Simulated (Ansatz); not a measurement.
# Si2Mo: the cost of one run

Method: DFT PBEsol, scalar-relativistic, in Ansatz 0.2.0.

## Step 1: The starting structure

Symmetry: I4/mmm, No. 139, tetragonal system. Conventional cell: a = 3.200 Å, b = 3.200 Å, c = 7.861 Å, α = 90.00°, β = 90.00°, γ = 90.00°. Si (site symmetry 4mm) is surrounded by 5 Si at 2.61 to 2.63 Å and 5 Mo at 2.62 Å. Mo (site symmetry 4/mmm) has 10 Si at 2.62 Å in its first shell of neighbours.

As a file:

```
CELL_PARAMETERS angstrom
-1.60000 1.60000 3.93050
1.60000 -1.60000 3.93050
1.60000 1.60000 -3.93050
ATOMIC_POSITIONS crystal
Si 0.33300 0.33300 0.00000
Si 0.66700 0.66700 0.00000
Mo 0.00000 0.00000 0.00000
```

Atoms are numbered in the order of the input: Si1, Si2, Mo3.

## Step 2: Volume × 0.94, LAPW

input.yaml

```yaml
crystal:
  lattice:
    - [-1.5673377739, 1.5673377739, 3.8502632003]
    - [1.5673377739, -1.5673377739, 3.8502632003]
    - [1.5673377739, 1.5673377739, -3.8502632003]
  atoms:
    - { symbol: Si, position: [0.333, 0.333, 0.0] }
    - { symbol: Si, position: [0.667, 0.667, 0.0] }
    - { symbol: Mo, position: [0.0, 0.0, 0.0] }
kpoints:
  mp_grid: { grid: [16, 16, 16] }
  band_path:
    path:
      - [0.0, 0.0, 0.0]
      - [0.0, 0.0, 0.5]
      - [0.25, 0.25, 0.25]
      - [0.0, 0.5, 0.0]
      - [0.0, 0.0, 0.0]
      - [0.5, 0.5, -0.5]
      - [0.2914270847, 0.7085729153, -0.2914270847]
      - [-0.2914270847, 0.2914270847, 0.2914270847]
      - [0.0, 0.0, 0.0]
    npoints: 5
scf:
  occupations: { method: fermi_dirac, width: 0.08 }
hamiltonian:
  xc: pbesol
  pseudopotentials: { kind: all_electron, lapw: { basis_error: 0.001 } }
output:
  forces: true
  stress: true
  eigenvalues: true
```

On the command line:

```sh
$ ansatz run input.yaml --threads 1 --pin off --max-ram 4096MiB --backend cpu --events-out ev --progress --plain --runs-dir out
```

What time and memory should one allow on 1 thread of Arm Neoverse V2, shared host?

About 1.7 min, with a peak of 1.1 GiB.
